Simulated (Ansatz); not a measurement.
The system is Ta3AsAu2O13.

```
Ta As Au O
1.0
     5.72385   -0.00745   -0.00403
     1.30279    6.25499    0.00561
     0.27574    1.30074    8.36754
Ta As Au O
3 1 2 13
Direct
  0.21713 0.30521 0.58431
  0.03325 0.11123 0.99855
  0.58248 0.62145 0.50482
  0.58707 0.89691 0.83049
  0.58004 0.09228 0.18613
  0.04485 0.82077 0.44682
  0.66201 0.69726 0.71088
  0.51632 0.13418 0.69625
  0.85098 0.88773 0.91932
  0.34466 0.87003 0.94651
  0.73015 0.29240 0.03095
  0.24622 0.21809 0.11075
  0.12900 0.09398 0.49104
  0.48032 0.38887 0.43499
  0.05966 0.26685 0.78594
  0.93330 0.53240 0.45645
  0.49975 0.85161 0.34971
  0.25256 0.62988 0.62473
  0.91878 0.95175 0.22636
```

The cell was built by a generator and needn't be a form met in nature.

| Property | Result |
| --- | --- |
| Program | Ansatz 0.2.0 |
| Task | relaxation of cell and atoms |
| Functional | r2SCAN |
| Potentials or basis | Ansatz PAW |
| Cutoff | 500 eV (not typed: the program's choice for these potentials) |
| k mesh | 4 × 3 × 3 |
| Occupations | fermi-dirac, width 0.05 eV |
| Spin | no spin polarisation |

At the start: volume 15.77 Å³/atom.

Problem. How do energy, volume and symmetry change on relaxing?

Solution. It ends after 8 steps and the volume is 15.12 Å³/atom (-4.1 %); space group P1 (No. 1, to 0.05 Å).

Step by step:
```tsv
step	energy change (eV)	largest force (eV/Å)	volume (Å³)
1	0.0000	0.6448	299.62
2	-0.1378	0.4695	286.81
3	-0.1536	0.1089	287.95
4	-0.1556	0.0473	287.74
5	-0.1567	0.0215	287.39
6	-0.1568	0.0311	287.37
7	-0.1569	0.0053	287.32
8	-0.1509	0.0055	287.32
```

Final structure:
```yaml
crystal:
  lattice:
    - [5.66850, 0.03371, 0.01151]
    - [1.33505, 6.17227, -0.03748]
    - [0.30494, 1.22137, 8.21531]
  atoms:
    - { symbol: Ta, position: [0.21863, 0.30403, 0.58384] }
    - { symbol: Ta, position: [0.03042, 0.11564, 0.00105] }
    - { symbol: Ta, position: [0.58507, 0.61605, 0.50229] }
    - { symbol: As, position: [0.59138, 0.89600, 0.83038] }
    - { symbol: Au, position: [0.57500, 0.09446, 0.18883] }
    - { symbol: Au, position: [0.04400, 0.81936, 0.44647] }
    - { symbol: O, position: [0.66536, 0.69337, 0.71077] }
    - { symbol: O, position: [0.51913, 0.13137, 0.69588] }
    - { symbol: O, position: [0.85336, 0.89027, 0.91809] }
    - { symbol: O, position: [0.34797, 0.87531, 0.94761] }
    - { symbol: O, position: [0.72187, 0.29743, 0.03427] }
    - { symbol: O, position: [0.23887, 0.22420, 0.11656] }
    - { symbol: O, position: [0.12919, 0.09125, 0.49051] }
    - { symbol: O, position: [0.48462, 0.38234, 0.43122] }
    - { symbol: O, position: [0.05676, 0.27138, 0.78659] }
    - { symbol: O, position: [0.93820, 0.53076, 0.45137] }
    - { symbol: O, position: [0.49880, 0.84685, 0.34761] }
    - { symbol: O, position: [0.25298, 0.62884, 0.62454] }
    - { symbol: O, position: [0.91692, 0.95396, 0.22713] }
```

Caveat: the plane-wave basis is chosen anew once the cell has moved, so the energies of steps on either side of that aren't comparable; the PAW data sets come from PBE, with cores solved anew for the run's functional, which leaves a small shift of forces and pressure.
